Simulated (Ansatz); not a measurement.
# AlSiP2, relaxed

Aim: in AlSiP2, a structure type of another compound, with these elements put in, relax cell and atoms at 5 GPa, then read levels, charges and fields where it ends.

Program: Ansatz 0.2.0. Level of theory: DFT, r2SCAN, no spin polarisation, plane waves, PAW. These are calculated values, not measurements.

## (1) The cell

The structure is tetragonal, space group I-42d (No. 122). Conventional cell: a = 5.707 Å, b = 5.707 Å, c = 10.059 Å, α = 90.00°, β = 90.00°, γ = 90.00°. P (site symmetry 2) is surrounded by 2 Si at 2.24 Å and 2 Al at 2.53 Å. Around Si (site symmetry -4) lie 4 P at 2.24 Å. Al (site symmetry -4) is surrounded by 4 P at 2.53 Å.

The coordinates stand in the input below.

It starts from an earlier solution of the starting cell (checkpoint.read).

## (2) The relaxation

Input file input.yaml:

```yaml
crystal:
  lattice:
    - [0.0, 5.707231, 0.0]
    - [5.707231, 0.0, 0.0]
    - [2.853615, 2.853615, -5.029624]
  atoms:
    - { symbol: P, position: [0.6679, 0.125, 0.25] }
    - { symbol: P, position: [0.875, 0.9179, 0.75] }
    - { symbol: P, position: [0.0821, 0.625, 0.25] }
    - { symbol: P, position: [0.375, 0.3321, 0.75] }
    - { symbol: Si, position: [0.0, 0.0, 0.0] }
    - { symbol: Si, position: [0.75, 0.25, 0.5] }
    - { symbol: Al, position: [0.25, 0.75, 0.5] }
    - { symbol: Al, position: [0.5, 0.5, 0.0] }
  symmetry: { tolerance: 0.0003 }
kpoints:
  mp_grid: { grid: [6, 6, 6], shift: [0, 0, 0] }
magnetization:
  spin_polarized: false
scf:
  occupations: { method: fermi_dirac }
  lower_state_search: "off"
hamiltonian:
  pseudopotentials: { kind: paw }
  xc: r2scan
basis:
  ecutwfc: 500
  fft_grid_basis: typed
relax:
  max_steps: 40
  cell: { p_target: 5.0 }
  f_tol: 0.03
output:
  forces: true
  stress: true
  eigenvalues: true
  bader: true
  populations: true
  elf: true
  write_potential: true
  volumetric_format: npy
  dos:
    e_range: [-12, 8]
    de: 0.05
    projected: { site_lists: { Al: [Al], P: [P], Si: [Si] } }
checkpoint:
  read: saved_state
```

Launch:

```sh
$ ansatz run input.yaml --threads 2 --pin off --max-ram 3584MiB --backend cpu --events-out ev --progress --plain --runs-dir out
```

Log, cut to the lines that bear on the results:

```text
Warning: RAYON_NUM_THREADS=2 ignored (pool sized by the plan → 2); use --threads N
[...]
Pseudopotentials: kind: paw
Pseudopotential: P, paw, valence charge 5, recommended cutoff 500 eV (meta_gga), P.paw.azcp
Pseudopotential: Si, paw, valence charge 4, recommended cutoff 500 eV (meta_gga), Si.paw.azcp
Pseudopotential: Al, paw, valence charge 3, recommended cutoff 500 eV (meta_gga), Al.paw.azcp
Functional definition: r2SCAN
[...]
Crystal: 8 atoms, lattice volume = 163.827 Å³
Basis set: ecut = 500 eV, 4139 PW (Γ), exchange–correlation on 180×180×192 points (64 copies of the dense FFT grid, shifted against one another)
Bands: 25, of which v1, the nominal top of the filled ones, is band 17 counted from 1 (16 counted from 0)
Symmetry: 8 space group operations
Space group: I-42d (ITA 122), of the structure as read, at distance tolerance 1.6e-3 Å
k-points: 30 of 216 (time reversal used)
[...]
SCF iter   1: F=-5396.684695 eV  HF=-5396.684753 eV  |F-HF|=5.86e-5  |Δ(HF+E_count)|=         —  Δρ=5.35e-4  dr2=8.64e-4  dr2_τ=8.26e-5  ethr=5.76e-6  ⟨swp⟩=3.1  Hψ=7183  notcnv=0
[...]
relax step   1: F+E_penalty+E_count = -5396.68486048 eV  Δ(F+E_penalty+E_count) = +0.000e0 eV  max|allowed force component| = 1.445e0 eV/Å  Δτ_max = 0.0000 Å  P = -3.952 GPa  Ω = 163.827 Å³  (5 SCF iters, dr2 threshold 1.00e-7 eV, accepted)
[...]
relax step   4: F+E_penalty+E_count = -5397.30617580 eV  Δ(F+E_penalty+E_count) = -6.946e-2 eV  max|allowed force component| = 1.260e-1 eV/Å  Δτ_max = 0.0120 Å  P = +5.221 GPa  Ω = 145.628 Å³  energy of the carried Pulay correction = +1.366e-3 eV  (5 SCF iters, dr2 threshold 8.00e-7 eV, accepted)
[...]
relax step   5: F+E_penalty+E_count = -5397.35723906 eV  Δ(F+E_penalty+E_count) = -5.106e-2 eV  max|allowed force component| = 1.548e-1 eV/Å  Δτ_max = 0.0045 Å  P = +4.760 GPa  Ω = 146.463 Å³  energy of the carried Pulay correction = +1.297e-3 eV  (5 SCF iters, dr2 threshold 8.00e-7 eV, accepted)
[...]
SCF iter   2: F=-5397.349437 eV  HF=-5397.349881 eV  |F-HF|=4.44e-4  |Δ(HF+E_count)|=   4.40e-4  Δρ=5.58e-4  dr2=7.53e-4  dr2_τ=2.84e-6  ethr=6.30e-6  ⟨swp⟩=2.7  Hψ=1266  notcnv=0
```

## (3) The output, continued

Output, continued:

```text
SCF iter   3: F=-5397.349748 eV  HF=-5397.349745 eV  |F-HF|=3.51e-6  |Δ(HF+E_count)|=   1.36e-4  Δρ=6.26e-5  dr2=6.78e-6  dr2_τ=1.70e-7  ethr=2.21e-6  ⟨swp⟩=2.4  Hψ=1156  notcnv=0
SCF iter   4: F=-5397.349750 eV  HF=-5397.349749 eV  |F-HF|=2.47e-7  |Δ(HF+E_count)|=   4.76e-6  Δρ=2.36e-5  dr2=1.15e-6  dr2_τ=1.55e-8  ethr=2.35e-9  ⟨swp⟩=16.2  Hψ=8152  notcnv=0
SCF iter   5: F=-5397.349750 eV  HF=-5397.349750 eV  |F-HF|=4.76e-8  |Δ(HF+E_count)|=   4.20e-7  Δρ=5.80e-6  dr2=5.22e-8  dr2_τ=1.30e-9  ethr=2.35e-9  ⟨swp⟩=11.7  Hψ=6281  notcnv=0
SCF 6 converged in 5 iterations: F = -5397.349750 eV  dr2 = 5.22e-8
relax step   6: F+E_penalty+E_count = -5397.34974990 eV  Δ(F+E_penalty+E_count) = +7.489e-3 eV  max|allowed force component| = 1.021e-2 eV/Å  Δτ_max = 0.0136 Å  P = +5.016 GPa  Ω = 146.086 Å³  energy of the carried Pulay correction = +1.328e-3 eV  (5 SCF iters, dr2 threshold 8.00e-7 eV, accepted)
Crystal: 8 atoms, lattice volume = 146.120 Å³
Basis set: ecut = 500 eV, 3731 PW (Γ), exchange–correlation on 180×180×192 points (64 copies of the dense FFT grid, shifted against one another)
iter 1 solved again at ethr=8.94e-8 eV; its pass at ethr=3.10e-3 eV (dr2=3.04e-5 eV) is discarded
SCF iter   1: F=-5397.351049 eV  HF=-5397.351021 eV  |F-HF|=2.80e-5  |Δ(HF+E_count)|=         —  Δρ=1.80e-4  dr2=3.35e-5  dr2_τ=9.83e-6  ethr=8.94e-8  ⟨swp⟩=3.8  Hψ=5134  notcnv=0
preconditioner: auto → Kerker (q_TF=auto, 2.140 Å⁻¹)  [metal: Δε(μ)=0.019 eV  Ē_g=9.402 eV  σ=0.100 eV  W_gap=0.05  n_scr=22 (ndim 8)  ℏωp=17.9 eV  f_vac=0.000  D(μ)=3.96/eV (n_scr^D=30)]
SCF iter   2: F=-5397.351058 eV  HF=-5397.351050 eV  |F-HF|=8.18e-6  |Δ(HF+E_count)|=   2.89e-5  Δρ=1.15e-4  dr2=1.32e-5  dr2_τ=6.38e-8  ethr=8.94e-8  ⟨swp⟩=2.7  Hψ=1411  notcnv=0
SCF iter   3: F=-5397.351031 eV  HF=-5397.351030 eV  |F-HF|=3.29e-7  |Δ(HF+E_count)|=   1.95e-5  Δρ=1.15e-5  dr2=1.48e-7  dr2_τ=4.60e-9  ethr=3.90e-8  ⟨swp⟩=2.4  Hψ=1278  notcnv=0
SCF iter   4: F=-5397.351031 eV  HF=-5397.351031 eV  |F-HF|=2.11e-8  |Δ(HF+E_count)|=   3.73e-7  Δρ=3.50e-6  dr2=1.40e-8  dr2_τ=2.08e-10  ethr=5.84e-11  ⟨swp⟩=13.7  Hψ=6563  notcnv=0
SCF 7 converged in 4 iterations: F = -5397.351031 eV  dr2 = 1.40e-8
relax step   7: F+E_penalty+E_count = -5397.35103085 eV  Δ(F+E_penalty+E_count) = -1.281e-3 eV  max|allowed force component| = 3.214e-3 eV/Å  Δτ_max = 0.0011 Å  P = +5.004 GPa  Ω = 146.120 Å³  energy of the carried Pulay correction = +1.325e-3 eV  (4 SCF iters, dr2 threshold 1.99e-8 eV, accepted)
Crystal: 8 atoms, lattice volume = 146.136 Å³
Basis set: ecut = 500 eV, 3739 PW (Γ), exchange–correlation on 180×180×192 points (64 copies of the dense FFT grid, shifted against one another)
iter 1 solved again at ethr=1.47e-7 eV; its pass at ethr=3.10e-3 eV (dr2=5.00e-5 eV) is discarded
SCF iter   1: F=-5397.351629 eV  HF=-5397.351569 eV  |F-HF|=6.03e-5  |Δ(HF+E_count)|=         —  Δρ=2.43e-4  dr2=5.32e-5  dr2_τ=8.42e-6  ethr=1.47e-7  ⟨swp⟩=3.9  Hψ=5194  notcnv=0
preconditioner: auto → Kerker (q_TF=auto, 2.140 Å⁻¹)  [metal: Δε(μ)=0.026 eV  Ē_g=9.402 eV  σ=0.100 eV  W_gap=0.07  n_scr=22 (ndim 8)  ℏωp=17.9 eV  f_vac=0.000  D(μ)=3.97/eV (n_scr^D=30)]
SCF iter   2: F=-5397.351635 eV  HF=-5397.351614 eV  |F-HF|=2.07e-5  |Δ(HF+E_count)|=   4.49e-5  Δρ=1.57e-4  dr2=2.31e-5  dr2_τ=1.09e-7  ethr=1.47e-7  ⟨swp⟩=2.4  Hψ=1385  notcnv=0
SCF iter   3: F=-5397.351639 eV  HF=-5397.351638 eV  |F-HF|=5.87e-7  |Δ(HF+E_count)|=   2.44e-5  Δρ=1.39e-5  dr2=1.51e-7  dr2_τ=7.68e-9  ethr=6.81e-8  ⟨swp⟩=2.0  Hψ=1400  notcnv=0
SCF iter   4: F=-5397.351609 eV  HF=-5397.351608 eV  |F-HF|=6.38e-8  |Δ(HF+E_count)|=   2.99e-5  Δρ=5.68e-6  dr2=2.98e-8  dr2_τ=4.57e-10  ethr=4.45e-10  ⟨swp⟩=3.1  Hψ=1535  notcnv=0
SCF iter   5: F=-5397.351609 eV  HF=-5397.351609 eV  |F-HF|=5.26e-10  |Δ(HF+E_count)|=   7.31e-8  Δρ=6.41e-7  dr2=6.92e-10  dr2_τ=1.25e-11  ethr=8.75e-11  ⟨swp⟩=2.1  Hψ=1317  notcnv=0
SCF iter   6: F=-5397.351609 eV  HF=-5397.351609 eV  |F-HF|=3.09e-11  |Δ(HF+E_count)|=  6.05e-10  Δρ=1.50e-7  dr2=4.60e-11  dr2_τ=1.13e-12  ethr=1.00e-12  ⟨swp⟩=11.6  Hψ=5349  notcnv=0
SCF 8 converged in 6 iterations: F = -5397.351609 eV  dr2 = 4.60e-11
relax step   8: F+E_penalty+E_count = -5397.35160856 eV  Δ(F+E_penalty+E_count) = -5.777e-4 eV  max|allowed force component| = 1.292e-3 eV/Å  Δτ_max = 0.0002 Å  P = +5.008 GPa  Ω = 146.136 Å³  energy of the carried Pulay correction = +1.324e-3 eV  (6 SCF iters, accepted)
Basis set: ecut = 500 eV, 3739 PW (Γ), exchange–correlation on 160×160×192 points (64 copies of the dense FFT grid, shifted against one another)
Initial wavefunctions: pseudopotential atomic-orbital guess (no wavefunctions were taken with the density)
iter 1 solved again at ethr=6.04e-7 eV; its pass at ethr=3.10e-3 eV (dr2=2.05e-4 eV) is discarded
SCF iter   1: F=-5397.350215 eV  HF=-5397.350202 eV  |F-HF|=1.36e-5  |Δ(HF+E_count)|=         —  Δρ=6.35e-5  dr2=4.16e-7  dr2_τ=2.20e-6  ethr=6.04e-7  ⟨swp⟩=3.6  Hψ=7852  notcnv=0
eigensolver tolerance schedule: the retry pair's looser diagonalisation over-reported the residual by 492.06 of it (diagonalisation noise at 0.11 of the residual, at the tolerance the schedule requests for it); recorded, not acted on — ethr = c·dr2/N_el stays at c = 1.0e-1
preconditioner: auto → Kerker (q_TF=auto, 2.140 Å⁻¹)  [metal: Δε(μ)=0.025 eV  Ē_g=9.402 eV  σ=0.100 eV  W_gap=0.06  n_scr=22 (ndim 8)  ℏωp=17.9 eV  f_vac=0.000  D(μ)=3.97/eV (n_scr^D=30)]
SCF iter   2: F=-5397.350222 eV  HF=-5397.350219 eV  |F-HF|=3.18e-6  |Δ(HF+E_count)|=   1.73e-5  Δρ=3.37e-5  dr2=1.24e-7  dr2_τ=2.53e-7  ethr=1.22e-9  ⟨swp⟩=3.1  Hψ=1576  notcnv=0
SCF iter   3: F=-5397.350222 eV  HF=-5397.350222 eV  |F-HF|=8.50e-9  |Δ(HF+E_count)|=   3.28e-6  Δρ=2.31e-6  dr2=4.26e-9  dr2_τ=4.46e-10  ethr=3.65e-10  ⟨swp⟩=2.3  Hψ=1366  notcnv=0
SCF iter   4: F=-5397.350222 eV  HF=-5397.350222 eV  |F-HF|=2.91e-11  |Δ(HF+E_count)|=   9.18e-9  Δρ=6.51e-7  dr2=6.47e-10  dr2_τ=2.38e-11  ethr=1.25e-11  ⟨swp⟩=2.1  Hψ=1358  notcnv=0
SCF iter   5: F=-5397.350222 eV  HF=-5397.350222 eV  |F-HF|=9.09e-13  |Δ(HF+E_count)|=  6.18e-11  Δρ=1.05e-7  dr2=2.88e-11  dr2_τ=7.52e-13  ethr=1.00e-12  ⟨swp⟩=9.1  Hψ=5405  notcnv=0
SCF 9 converged in 5 iterations: F = -5397.350222 eV  dr2 = 2.88e-11
relax step   9: F+E_penalty+E_count = -5397.35022241 eV  Δ(F+E_penalty+E_count) = +1.386e-3 eV  max|allowed force component| = 1.334e-3 eV/Å  Δτ_max = 0.0000 Å  P = +5.007 GPa  Ω = 146.136 Å³  stress off target by 1.15e-2 GPa  SCF on the basis re-selected at this cell (its energy is not comparable with the rows above)  (5 SCF iters)
basis re-selected at this cell: Δ(F+E_penalty+E_count) = +1.386e-3 eV, ΔP = -0.000 GPa vs the last step (what re-selecting the basis moved, of the pressure what is left beyond the Pulay correction that the steps carried, after the strain that the cell walked since its last selection, with what the two solves' SCF thresholds leave and, on support functions, any second-order correction that the steps lacked; it is no measure of the basis error at this ecutwfc). The dense FFT grid was sized anew with the basis: this SCF ran on 40×40×48 points, the steps before it on 45×45×48, so part of this shift can come from that change (see relax.cell in the input reference). This SCF's stress stands 1.15e-2 GPa from its target on what of the cell is left free (relax.cell.stress_tol is 5.00e-2 GPa) and its largest allowed force component is 1.33e-3 eV/Å (relax.f_tol is 3.00e-2 eV/Å): within both
SCF converged after 5 iterations
Free energy (F): -5397.350222 eV
Harris-Foulkes:  -5397.350222 eV  (|F-HF|=9.09e-13)
Internal energy: -5397.224961 eV  (E = F + TS)
E sigma→0 (E₀):  -5397.287592 eV
Entropy (-TS):   -0.125261 eV (-15.658 meV/atom)
Fermi energy:    8.758129 eV
--- Per-component energies (eV) ---
  E_band       = 36.124318
  E_kinetic    = 420.897100
  E_local      = -325.581681  (includes V_loc(G=0)·N_el)
  E_nonlocal   = 202.819869
  E_hartree    = 96.326959
  E_xc         = -415.371737
  E_vxc        = -429.583570  (∫ρ·V_xc dr)
  E_paw        = -4288.940921  (= ΣΔE_a)
  E_vpaw       = -43.584905  (= ΣTr[D̂ρ^β])
  E_aug_tail   = 0.000010  (compensation charges beyond the density's cutoff)
  E_vtau       = 18.503514  (kinetic-family band-sum trace: ∫τ·v_τ [+ j·A + Jᵃ·Aᵃ] dr)
  E_ewald      = -1086.738110
  E_core_change = -0.636451  (= ΣΔE_core)
  E_smearing   = -0.125261  (= −TS)
  E_closure    = 0.000000  (closes the sum)
  Σ components = -5397.350222   (vs F -5397.350222, Δ=0.00e0)
--- Forces (eV/Å), atoms counted from 1 ---
  atom   1  P      0.00000000     0.00133397    -0.00000000
  atom   2  P      0.00133397    -0.00000000    -0.00000000
  atom   3  P      0.00000000    -0.00133397     0.00000000
  atom   4  P     -0.00133397    -0.00000000     0.00000000
  atom   5  Si    -0.00000000    -0.00000000     0.00000000
  atom   6  Si    -0.00000000     0.00000000     0.00000000
  atom   7  Al     0.00000000    -0.00000000     0.00000000
  atom   8  Al     0.00000000    -0.00000000     0.00000000
  max |Σ_I F_I| component: 6.59e-17 eV/Å
--- Stress (GPa, compression-positive) ---
        5.011479      -0.000000      -0.000000
       -0.000000       5.011479      -0.000000
       -0.000000      -0.000000       4.999369
  P = ⅓ Tr σ = 5.0074 GPa (50.074 kbar)
--- Band table (eV; the first three rows and the last of 30) ---
  k-point 0: bands = ["-7.3099", "-4.0818", "-3.9953", "-3.9953", "-2.1962", "-0.3860", "0.8048", "1.8840", "1.9740", "1.9740", "2.0483", "3.4059", "3.4059", "5.7445", "5.7445", "5.7473", "7.4705", "8.2571", "9.9250", "9.9721", "9.9721", "9.9871", "10.7586", "10.7586", "12.2082"]
  k-point 1: bands = ["-7.1872", "-4.5993", "-4.0150", "-4.0150", "-1.7353", "-0.5168", "0.8285", "2.1328", "2.1328", "2.1565", "2.3654", "3.5211", "3.5211", "5.1282", "5.4358", "5.4358", "7.6362", "8.4512", "9.3760", "9.4267", "9.4267", "10.3313", "10.4703", "10.6562", "10.6562"]
  k-point 2: bands = ["-6.8239", "-5.4607", "-4.0533", "-4.0533", "-1.1909", "-0.7515", "1.2913", "2.5099", "2.5099", "2.6617", "2.9617", "3.8189", "3.8189", "3.9378", "4.8261", "4.8261", "8.0409", "8.1091", "8.1091", "8.3999", "8.6378", "9.3846", "9.7525", "11.3600", "11.7555"]
  k-point 29: bands = ["-5.6285", "-5.6285", "-4.7738", "-4.7738", "-0.9289", "-0.9289", "0.2895", "0.2895", "2.9304", "2.9304", "3.9747", "3.9747", "4.7835", "4.7835", "4.8616", "4.8616", "9.0254", "9.0254", "9.8525", "9.8525", "10.5553", "10.5553", "10.8482", "10.8482", "11.5874"]
--- Relaxed structure (8 steps of the walk, 8 accepted, 1 SCFs on fresh bases) ---
  F+E_penalty+E_count = -5397.35022241 eV   max|allowed force component| = 1.334e-3 eV/Å   (the final SCF, on the basis selected at the relaxed cell)
  cell:  # Å, volume = 146.1357 Å³
    - [-6.5256826119512935e-15, 5.27530981126713, -2.622119375279278e-7]
    - [5.27530981126713, -6.5256825957938184e-15, -2.622119375540226e-7]
    - [2.6376546446189377, 2.6376546446189377, -5.251221940689732]
  atoms:
    - { symbol: P, position: [0.6377642203057533, 0.12500000000000003, 0.24999999999999994] }
    - { symbol: P, position: [0.8750000000000002, 0.8877642203057532, 0.75] }
    - { symbol: P, position: [0.11223577969424658, 0.625, 0.25000000000000006] }
    - { symbol: P, position: [0.37500000000000006, 0.36223577969424675, 0.75] }
    - { symbol: Si, position: [1.0397060107733864e-19, 6.079037339410942e-19, -2.9229843830119265e-26] }
    - { symbol: Si, position: [0.75, 0.25000000000000017, 0.5] }
    - { symbol: Al, position: [0.25000000000000017, 0.75, 0.5] }
    - { symbol: Al, position: [0.5, 0.5, -1.3234889800848443e-23] }
--- Löwdin populations: 8 sites ---
  site symbol       q [e]
     0      P      5.1618
     1      P      5.1618
     2      P      5.1618
     3      P      5.1618
     4     Si      3.6840
     5     Si      3.6840
     6     Al      2.6810
     7     Al      2.6810
  spilling = 0.018314 (of n_electrons = 34.000000)
--- Bader charges: 8 sites ---
  site symbol  charge [e]  shift [e]
     0      P     -2.0914     0.0158
     1      P     -2.0915     0.0158
     2      P     -2.0914     0.0158
     3      P     -2.0914     0.0158
     4     Si      2.0037     0.0318
     5     Si      2.0037     0.0318
     6     Al      2.1792     0.0002
     7     Al      2.1791     0.0002
  estimated error of the sums over rays = 3.5e-4 e
```

Wall time 1.8 min (2 threads of Intel Xeon 6975P-C (Granite Rapids), shared host); peak memory 0.97 GiB.

Relaxation path:

```tsv
step	energy from step 1 (eV/cell)	largest force component (eV/Å)	pressure (GPa)	volume (Å³)
1	0.0000	1.4454	-3.95	163.83
2	-0.5616	0.4116	4.83	145.87
3	-0.5519	0.0070	6.06	144.40
4	-0.6213	0.1260	5.22	145.63
5	-0.6724	0.1548	4.76	146.46
6	-0.6649	0.0102	5.02	146.09
7	-0.6662	0.0032	5.00	146.12
8	-0.6667	0.0013	5.01	146.14
9	-0.6654	0.0013	5.01	146.14
```

Step 1 is the start. Step 9 repeats the geometry before on a plane-wave basis chosen anew for that cell, so the energy can jump there without any move; the table keeps such jumps.

| input's cell | before | after | change |
| --- | --- | --- | --- |
| a (Å) | 5.707 | 5.275 | -7.6 % |
| b (Å) | 5.707 | 5.275 | -7.6 % |
| c (Å) | 6.449 | 6.441 | -0.1 % |
| α (°) | 63.74 | 65.83 | +2.09° |
| β (°) | 63.74 | 65.83 | +2.09° |
| volume (Å³/atom) | 20.48 | 18.27 | -10.8 % |

The largest move, 0.16 Å, apart from the change of the cell, is shared by several atoms, P2 among them.

At a target of 5 GPa the walk lowers the enthalpy E + PV, so the energy alone may rise.

## (4) Density of states

States per cell by energy window, from dos.tsv and pdos.tsv (tetrahedra; eV from the Fermi level):

```tsv
from	to	total	Al s	Al p	P s	P p	Si p
-8.0	-7.0	2.57	0.35	0.13	0.14	1.47	0.42
-7.0	-6.0	4.14	0.18	0.35	0.12	2.42	0.99
-6.0	-5.0	4.69	0.13	0.53	0.11	2.89	0.93
-5.0	-4.0	4.96	0.06	0.75	0.08	3.41	0.56
-4.0	-3.0	2.81	0.01	0.37	0.02	2.15	0.19
-3.0	-2.0	0.00	0.00	0.00	0.00	0.00	0.00
-2.0	-1.0	0.03	0.00	0.01	0.01	0.00	0.01
-1.0	0.0	1.65	0.05	0.32	0.22	0.29	0.33
0.0	1.0	4.92	0.24	0.66	0.53	1.12	0.93
```

The bands computed are complete only to about 1.9 eV above the Fermi level.

## (5) Charges

By element, from the tables in the log (a charge is positive for electrons lost): Löwdin charges also hold the electrons that the projection spills.

```tsv
element	atoms	Bader charge (e)	Bader volume (Å³)	Löwdin charge (e)
P	4	-2.09	29.0	-0.16
Si	2	+2.00	9.1	+0.32
Al	2	+2.18	5.9	+0.32
```

The Löwdin projection spills 1.8 % of the electrons and depends on the orbitals chosen; where it disagrees with Bader's partition, neither is an observable.

## (6) Maps of the fields

Maps in the plane spanned by a and b at height 0.750 along c (axes of the input's cell), one cell: a runs left to right (16 points from zero), b bottom to top (16 points), 90° apart. Near the nuclei they are pseudo-fields.

Valence density. Values in e/Å³, 16 rows by 16 columns:
```
0.70 0.45 0.22 0.11 0.06 0.05 0.04 0.05 0.06 0.11 0.22 0.45 0.70 0.43 0.17 0.43
0.70 0.47 0.22 0.10 0.06 0.04 0.04 0.04 0.06 0.10 0.22 0.47 0.70 0.29 0.04 0.29
0.70 0.42 0.20 0.10 0.06 0.04 0.04 0.04 0.06 0.10 0.20 0.42 0.70 0.61 0.40 0.61
0.53 0.31 0.17 0.10 0.07 0.06 0.05 0.06 0.07 0.10 0.17 0.31 0.53 0.69 0.71 0.69
0.30 0.21 0.14 0.11 0.10 0.09 0.09 0.09 0.10 0.11 0.14 0.21 0.30 0.39 0.42 0.39
0.16 0.14 0.13 0.14 0.16 0.18 0.19 0.18 0.16 0.14 0.13 0.14 0.16 0.18 0.19 0.18
0.10 0.11 0.14 0.21 0.30 0.39 0.42 0.39 0.30 0.21 0.14 0.11 0.10 0.09 0.09 0.09
0.07 0.10 0.17 0.31 0.53 0.69 0.71 0.69 0.53 0.31 0.17 0.10 0.07 0.06 0.05 0.06
0.06 0.10 0.20 0.42 0.70 0.61 0.40 0.61 0.70 0.42 0.20 0.10 0.06 0.04 0.04 0.04
0.06 0.10 0.22 0.47 0.70 0.29 0.04 0.29 0.70 0.47 0.22 0.10 0.06 0.04 0.04 0.04
0.06 0.11 0.22 0.45 0.70 0.43 0.17 0.43 0.70 0.45 0.22 0.11 0.06 0.05 0.04 0.05
0.08 0.12 0.21 0.37 0.61 0.69 0.64 0.69 0.61 0.37 0.21 0.12 0.08 0.07 0.06 0.07
0.12 0.14 0.19 0.27 0.39 0.48 0.52 0.48 0.39 0.27 0.19 0.14 0.12 0.12 0.12 0.12
0.22 0.19 0.18 0.19 0.22 0.24 0.25 0.24 0.22 0.19 0.18 0.19 0.22 0.24 0.25 0.24
0.39 0.27 0.19 0.14 0.12 0.12 0.12 0.12 0.12 0.14 0.19 0.27 0.39 0.48 0.52 0.48
0.61 0.37 0.21 0.12 0.08 0.07 0.06 0.07 0.08 0.12 0.21 0.37 0.61 0.69 0.64 0.69
```

ELF. Ten even steps from '0' (0.00) to '9' (0.85):
```
8862100012688101
7963100013697000
9973100013799414
9962111112699999
9742233322479999
6434666664346666
2247999997422333
1269999999621111
1379941499731000
1369700079631000
1268810188621000
1258985898521111
3247888887423333
6434666664346666
8742333332478888
9852111112589858
```

Atoms within 0.2 Å of the plane, in fractions of a and b: P at (0.88, 0.89), P at (0.38, 0.36).

Along short contacts, where the density is least:

```tsv
contact	length (Å)	minimum at (fraction)	density (e/Å³)	ELF
P1–Al7	2.320	none clear	–	–
```

## (7) Results

| quantity | value |
| --- | --- |
| moves | 7 |
| largest move | 0.16 Å (P) |
| space group (0.01 Å), before / after | I-42d / I-42d |
| cell | a = 5.275 Å, b = 5.275 Å, c = 6.441 Å, α = 65.83°, β = 65.83°, γ = 90.00° |
| volume | 18.27 Å³/atom (-10.8 %) |
| pressure at the end | 5.01 GPa |
| character | metal |
| density of states, mean within 0.25 eV of the Fermi level | 3.7 per eV per cell |
| Bader charges | P -2.09, Si +2.00, Al +2.18 e |

**Reading.** The volume shrank by 10.8 %, and the largest move of an atom is 0.16 Å apart from the change of the cell. The run held to 8 symmetry operations, so a lower structure without them is not ruled out. The cell is metallic; within 0.25 eV of the Fermi level the density of states averages 3.7 per eV per cell, mostly P p (23 %), Si p (17 %) and Al p (15 %). By Bader's partition Al gives up most (+2.18 e) and P takes most (-2.09 e).
